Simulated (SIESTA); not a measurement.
The system is HfB.

```
Hf B
1.0
     0.00000    2.31000    2.31000
     2.31000    0.00000    2.31000
     2.31000    2.31000    0.00000
Hf B
1 1
Direct
  0.50000 0.50000 0.50000
  0.00000 0.00000 0.00000
```

Base run:

* Program: SIESTA 5.4.2
* Functional: PBE
* Potentials or basis: PseudoDojo 0.4 standard (PBE files)
* Basis: DZP (energy shift 0.003 Ry; two zetas on semicore shells)
* Grid cutoff: 800 Ry
* Energy shift: 0.003 Ry
* k mesh: 10 × 10 × 10
* Occupations: fermi-dirac, width 0.05 eV
* Spin: no spin polarisation
* Hubbard terms: Hf d U = 8 eV

Its results: band gap on the k mesh none (metal or under the smearing width); pressure 56.8 GPa.

Q: The run is repeated on the same cell with these changes: hubbard terms from Hf d U = 8 eV to none. What comes out?

A: Band gap on the k mesh none (metal or under the smearing width); pressure 31.7 GPa.

Caveats: a pressure of tens of GPa on the cell as given is suspect, and the run, the potentials or the cell itself is likely at fault; short orbitals over semicore shells can move pressures by several GPa; spin-orbit coupling is left out, which moves the levels of the heavy elements; the basis of atomic orbitals isn't converged, which shifts pressures, moduli and gaps; U without spin polarisation on a metal has little footing (some runs); the U is typed as a test and isn't derived for this compound (some runs).
